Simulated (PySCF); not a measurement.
# [RhSe2]+: quintet, from a PBE minimum start

Where does quintet [RhSe2]+ go from a PBE minimum start, is the end point a minimum, and what are its modes, charges and moments?

Method: B3LYP, basis Rh def2-SVP with ECP28, Se def2-SVP, scalar-relativistic core potentials, no spin–orbit coupling, density fitting; program: PySCF 2.14.0.

## 1. The system as given

3 atoms, charge 1, spin multiplicity 5.

Bond lengths: Rh1–Se2 2.265 Å, Rh1–Se3 2.265 Å. Angles: Se2–Rh1–Se3 86.7°.

```xyz
3
charge 1 multiplicity 5
Rh    0.0000    0.0000   -1.0014
Se    1.5548    0.0000    0.6451
Se   -1.5548    0.0000    0.6451
```

## 2. Finding the electronic state

The steps below are one call of a driver around PySCF. For each, scf.py gives the equivalent set-up of the SCF; relaxations use the driver's own optimiser. After this first run the driver tries any further starts and a stability analysis.

The input, scf.py:

```python
from pyscf import gto, scf, dft
mol = gto.M(atom='''
Rh    -0.000000     0.000000    -1.001360
Se     1.554780    -0.000000     0.645100
Se    -1.554780     0.000000     0.645100''',
    basis={'Rh': 'def2-SVP', 'Se': 'def2-SVP'},
    ecp={'Rh': 'def2-SVP'},
    charge=1, spin=4)
mf = dft.UKS(mol, xc='B3LYP')
mf.grids.atom_grid = (50, 194)
aux = {'Rh': 'def2-universal-JKFIT', 'Se': 'def2-universal-JKFIT'}
mf = mf.density_fit(auxbasis=aux)
mf.conv_tol = 1e-08
mf.diis_space = 10
mf.max_cycle = 60
mf.init_guess = 'minao'
mf.verbose = 4
mf.kernel()
```

Run with:

```
$ OMP_NUM_THREADS=4 python axn.py task.json out
```

The runs that follow: Relaxing the quintet from the PBE minimum start; Vibrations and properties at this point.

What does the calculation give? Wanted: minimum; geometry; wavenumbers; dipole moment; highest occupied, lowest empty level; polar-tensor charge of Rh1; zero-point energy; ⟨S²⟩.

As calculated:

```
                                          quantity                               value
                                           minimum                        quintet, C2v
                                          geometry  Rh–Se 2.264 Å (×2); Se–Rh–Se 87.3°
                                wavenumbers (cm⁻¹)         95 (a1), 281 (b2), 329 (a1)
                    dipole moment (centre of mass)                              1.49 D
highest occupied, lowest empty level (either spin)                   -12.49, -10.23 eV
                        polar-tensor charge of Rh1                             +0.42 e
                                 zero-point energy                          4.2 kJ/mol
                               entropy at 298.15 K                     333.4 J/(mol K)
                                              ⟨S²⟩                               6.015
```

What this shows: The PBE minimum start keeps its C2v symmetry and ends in a minimum. The strongest infrared band lies at 281 cm⁻¹ (b2, stretch). Only this shape and spin were tried, so other structures or states may lie lower. One determinant may miss the lowest occupation of an open d or f shell.
